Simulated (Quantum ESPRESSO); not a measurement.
BiTe under changes of volume

One of the cells (33.855 Å³/atom); the others are scaled copies at fixed shape and fractional positions:

```xyz
2
Lattice="0.0000 3.2350 3.2350 3.2350 0.0000 3.2350 3.2350 3.2350 0.0000" Properties=species:S:1:pos:R:3 pbc="T T T"
Bi    0.0000    0.0000    0.0000
Te    3.2350    3.2350    3.2350
```

```yaml
Program: Quantum ESPRESSO 7.5
Functional: r2SCAN
Potentials_or_basis: SG15 PBE 1.2
Cutoff: 952 eV
Density_cutoff: 3810 eV
k_mesh: 5 × 5 × 5
Occupations: fermi-dirac, width 0.05 eV
Spin: no spin polarisation
```

| volume (Å³/atom) | energy over the lowest point (meV/atom) | pressure (GPa) |
| --- | --- | --- |
| 31.824 | 10.49 | 2.5 |
| 32.501 | ? | ? |
| 33.178 | 0.00 | 0.0 |
| 33.855 | 2.10 | -1.0 |
| 34.532 | 8.40 | -2.0 |
| 35.209 | 18.46 | -2.8 |
| 35.886 | 31.86 | -3.5 |

Problem. What does the run at 32.501 Å³/atom give?

Solution. Energy over the lowest point 2.61 meV/atom; pressure 1.2 GPa.

Worked out: A Birch-Murnaghan fit of order 3 (a polynomial in V^(-2/3)) to the other rows has its minimum at 33.20 Å³/atom with B0 = V·E''(V) = 54 GPa and B' = 4.6. It gives 2.61 meV/atom at 32.501 Å³/atom, against the run's 2.61, and -dE/dV = 1.2 GPa, against 1.2.

Energies are extrapolated to zero smearing.

Caveats: the potentials were made for another functional, which shifts forces and pressure.
